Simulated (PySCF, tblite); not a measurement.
# C₈H₁₄BN: geometry, infrared bands and NMR shifts

Aim: predict the infrared bands and NMR shifts of C₈H₁₄BN (`CCBc1c(C)ccn1C`).

The runs use tblite 0.8.0 and PySCF 2.14.0, with density-fitted response routines of our own; the level of theory stands in each step. All values are computed, except where a source is named. Atoms count from 0, in the outputs and in this text.

### 1 Starting geometry

24 atoms, charge 0, multiplicity 1; geometry from: force field or distance geometry start.

Bonds of the start (Å): C0–C1 1.54, C1–B2 1.59, B2–C3 1.60, C3–C4 1.39, C4–C5 1.50, C4–C6 1.38, C6–C7 1.37, C7–N8 1.35, N8–C9 1.46, N8–C3 1.36, C0–H10 1.11, C0–H11 1.10, C0–H12 1.10, C1–H13 1.10, C1–H14 1.12, B2–H15 1.17, C5–H16 1.12, C5–H17 1.11, C5–H18 1.10, C6–H19 1.08, C7–H20 1.09, C9–H21 1.11, C9–H22 1.10, C9–H23 1.12.

### 2 Optimising the geometry with GFN2-xTB

The job: settings as JSON, then the geometry in Å.

```
{"job": {"kind": "relax", "xc": "GFN2-xTB", "basis": "xTB"}, "charge": 0, "multiplicity": 1}
C      3.419700    -0.207600    -0.611200
C      2.088900     0.487900    -0.276600
B      0.889400    -0.560800    -0.245300
C     -0.622300    -0.154800     0.065000
C     -1.129800     1.097100     0.390700
C     -0.398900     2.398100     0.489000
C     -2.488000     0.952400     0.581000
C     -2.763400    -0.380400     0.398300
N     -1.636500    -1.057400     0.086800
C     -1.568700    -2.490600    -0.178600
H      3.648900    -0.986300     0.142600
H      4.226000     0.542400    -0.612300
H      3.351200    -0.669100    -1.608000
H      1.896700     1.265700    -1.028900
H      2.184400     0.961500     0.735800
H      1.115000    -1.688600    -0.478100
H      0.375400     2.337700     1.291800
H     -1.096700     3.212800     0.755400
H      0.077200     2.652600    -0.473900
H     -3.192400     1.727000     0.848100
H     -3.752400    -0.832100     0.481800
H     -0.886400    -2.970000     0.552000
H     -2.561600    -2.951800    -0.085900
H     -1.187400    -2.665800    -1.211800
```

Launch:

```bash
OMP_NUM_THREADS=1 python probes_run.py task.json out
```

The driver reads the jobs from task.json and runs them one after another.

**Question.** This job is followed by: GFN2-xTB harmonic vibrations, gas phase; GIAO PBE0/pcSseg-1 NMR shielding, non-relativistic, gas phase. What will the session give for the following? strongest single infrared mode (GFN2-xTB); zero-point energy (GFN2-xTB); 13C shifts against TMS (PBE0/pcSseg-1); 1H shifts against TMS (PBE0/pcSseg-1, means over atoms taken as alike); 11B shifts against BF3·OEt2 (PBE0/pcSseg-1); 15N shifts against NH3 (PBE0/pcSseg-1).

The runs gave:

| quantity | value |
| --- | --- |
| strongest single infrared mode (GFN2-xTB) | 2592 cm⁻¹, 168 km/mol |
| zero-point energy (GFN2-xTB) | 127.5 kcal/mol |
| 13C shifts against TMS (PBE0/pcSseg-1) | 148.4, 144.8, 135.4, 117.0, 38.5, 21.0, 19.5, 16.3 ppm |
| 1H shifts against TMS (PBE0/pcSseg-1, means over atoms taken as alike) | 6.82, 6.74, 6.25, 3.92, 2.47, 1.40, 1.37 ppm |
| 11B shifts against BF3·OEt2 (PBE0/pcSseg-1) | 59.7 ppm |
| 15N shifts against NH3 (PBE0/pcSseg-1) | 190.2 ppm |

**Reading.** Relaxing lowered the energy by 0.260 eV in 30 steps; the close pair that moved most is B2–C3, from 1.596 to 1.520 Å. No mode is imaginary among the 66: a minimum at this level. The strongest single mode, at 2592 cm⁻¹, moves mainly H15. Unscaled tight-binding wavenumbers are off by several per cent, some by more. Its intensities can rank the bands wrongly. At PBE0/pcSseg-1: The widest tensor belongs to N8: span 200 ppm, with a paramagnetic part of -259 ppm. NICS(1)zz of -25 ppm above the planar ring from C3 marks a diatropic (aromatic) ring current.
